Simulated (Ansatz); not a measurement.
# ZnSn2N2: a trial structure relaxed

The task: take a trial cell of ZnSn2N2 to zero force and stress.

Computed with Ansatz 0.2.0 (DFT PBE, scalar-relativistic, plane waves, PAW, unless a step's input says otherwise).

### Step 1. The structure to begin with

It takes space group P6/mmm (No. 191, hexagonal). Conventional cell: a = 3.971 Å, b = 3.971 Å, c = 7.897 Å, α = 90.00°, β = 90.00°, γ = 120.00°. Zn (site symmetry 6/mmm) has 6 N at 2.29 Å and 2 Sn at 2.53 Å as nearest neighbours. Sn (site symmetry 6mm) has 1 Zn at 2.53 Å and 1 Sn at 2.84 Å as nearest neighbours. N (site symmetry -6m2) is surrounded by 3 N at 2.29 Å and 3 Zn at 2.29 Å.

As a file:

```
CELL_PARAMETERS angstrom
3.97129 0.00000 0.00000
-1.98564 3.43924 0.00000
0.00000 0.00000 7.89685
ATOMIC_POSITIONS crystal
Zn 0.00000 0.00000 0.50000
Sn 0.00000 0.00000 0.17997
Sn 0.00000 0.00000 0.82003
N 0.33333 0.66667 0.50000
N 0.66667 0.33333 0.50000
```

Recipe of the guess: random cell by space group and Wyckoff sites (P6/mmm, No. 191). The dimensions are guesses.

### Step 2. The guess as it stands, on a coarse mesh

input.yaml reads:

```yaml
crystal:
  lattice:
    - [3.97128756, 0.0, 0.0]
    - [-1.98564378, 3.43923591, 0.0]
    - [0.0, 0.0, 7.89684612]
  atoms:
    - { symbol: Zn, position: [0.0, 0.0, 0.5] }
    - { symbol: Sn, position: [0.0, 0.0, 0.17997299] }
    - { symbol: Sn, position: [0.0, 0.0, 0.82002701] }
    - { symbol: "N", position: [0.33333333, 0.66666667, 0.5] }
    - { symbol: "N", position: [0.66666667, 0.33333333, 0.5] }
basis:
  ecutwfc: 420
kpoints:
  mp_grid: { grid: [6, 6, 2] }
hamiltonian:
  xc: pbe
scf:
  occupations: { method: gaussian, width: 0.1 }
  lower_state_search: "off"
output:
  forces: true
  stress: true
  eigenvalues: true
```

The run is started by

```sh
$ ansatz run input.yaml --threads 1 --pin off --max-ram 2560MiB --backend cpu --events-out ev --progress --plain --runs-dir out
```

The session goes on with these runs: coarse relaxation; full relaxation.

Q: Predict the outcome of this session. Wanted: conventional cell; volume; energy over the elements; gap on the mesh.

**Answer**, as computed:

| quantity | value |
| --- | --- |
| symmetry at the end (tolerance 0.05 Å) | space group P6/mmm (No. 191) |
| conventional cell | a = 3.504 Å, b = 3.504 Å, c = 9.933 Å, α = 90.00°, β = 90.00°, γ = 120.00° |
| volume | 21.13 Å³/atom |
| energy over the elements (uncorrected; H, N, O, F and Cl as molecules), grey Sn | +1.49 eV/atom |
| gap on the mesh | none (metal) |

**Reading.** The space group P6/mmm (No. 191) is kept, and the volume per atom shrinks by 2.1 % from the first guess. With a positive formation energy it can't be a ground state. No finished test with a distortion of lower symmetry is shown, so the end may be a saddle point.
